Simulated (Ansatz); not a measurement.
# AlH5O2Si: the cost of one run

All numbers below are computed with Ansatz 0.2.0 (RKS PBE0-D4/6-31G*).

### 1 The starting structure

Bond lengths: O1–Al2 1.789 Å, Al2–Si3 2.351 Å, Si3–O4 1.701 Å, O1–H5 1.036 Å, Al2–H6 1.604 Å, Si3–H7 1.532 Å, Si3–H8 1.421 Å, O4–H9 0.925 Å. Angles: O1–Al2–Si3 118.4°, O1–Al2–H6 120.5°, Si3–Al2–H6 121.0°, Al2–O1–H5 105.7°, Al2–Si3–O4 110.7°, Al2–Si3–H7 108.4°, Al2–Si3–H8 110.3°, O4–Si3–H7 106.2°, O4–Si3–H8 113.3°, H7–Si3–H8 107.7°, Si3–O4–H9 105.8°.

Coordinates:

```xyz
9

O    -0.6037    2.1042   -0.8301
Al   -0.2137    1.1166    0.6095
Si    0.3064   -1.1556    0.3003
O     0.3108   -1.5503   -1.3543
H    -1.6311    2.0385   -0.9458
H    -0.2019    1.7765    2.0715
H     1.7339   -1.3973    0.8008
H    -0.5648   -1.9710    1.0711
H     0.9526   -1.0079   -1.7403
```

### 2 End point A

Input file input.yaml:

```yaml
crystal:
  periodic: [false, false, false]
  atoms:
    - { symbol: O, position_ang: [-0.6037, 2.1042, -0.8301] }
    - { symbol: Al, position_ang: [-0.2137, 1.1166, 0.6095] }
    - { symbol: Si, position_ang: [0.3064, -1.1556, 0.3003] }
    - { symbol: O, position_ang: [0.3108, -1.5503, -1.3543] }
    - { symbol: H, position_ang: [-1.6311, 2.0385, -0.9458] }
    - { symbol: H, position_ang: [-0.2019, 1.7765, 2.0715] }
    - { symbol: H, position_ang: [1.7339, -1.3973, 0.8008] }
    - { symbol: H, position_ang: [-0.5648, -1.971, 1.0711] }
    - { symbol: H, position_ang: [0.9526, -1.0079, -1.7403] }
basis:
  gaussian: { orbitals: "6-31G*" }
hamiltonian:
  xc: pbe0
  dispersion: d4
relax:
  f_tol: 0.02
  max_steps: 50
```

Command:

```bash
> ansatz run input.yaml --threads 1 --pin off --max-ram 2048MiB --backend cpu --events-out ev --progress --plain --runs-dir out
```

Q: Estimate wall time and peak memory on 1 thread of Intel Xeon at 2.70GHz, shared host.

About 48 s, with a peak of 0.16 GiB.
